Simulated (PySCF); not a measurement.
# C4H7BSi: the cost of one run

Computed with PySCF 2.14.0 and routines of our own; the level stands in each step. Atoms count from 0.

### 1 The starting structure

13 atoms, charge 0, multiplicity 1; geometry from: GFN2-xTB.

### 2 Geometry optimisation at BHandHLYP/cc-pVDZ

Job settings and geometry (Å):

```
{"job": {"xc": "BHandHLYP", "basis": "cc-pVDZ", "grid": 1, "kind": "geom"}, "charge": 0, "multiplicity": 1}
Si     2.187669     0.117959     0.019195
C      0.322624    -0.091364     0.023870
C     -0.396958    -1.212331     0.215398
B     -1.922919    -0.851265     0.116852
C     -1.886300     0.694970    -0.165558
C     -0.603760     1.063272    -0.207253
H      2.557125     1.100764     1.044110
H      2.604837     0.620920    -1.294552
H      2.826348    -1.169598     0.293096
H      0.070457    -2.166611     0.402336
H     -2.849349    -1.550626     0.224937
H     -2.699240     1.389230    -0.308862
H     -0.214922     2.055166    -0.381297
```

Launch:

```sh
OMP_NUM_THREADS=1 python excited_run.py task.json out
```

One launch serves the whole session: the jobs run in the order shown.

Q: Estimate the wall time and peak memory of this first job on 1 thread of Arm Neoverse V1, shared host.

About 31 s, with a peak of 0.56 GiB.
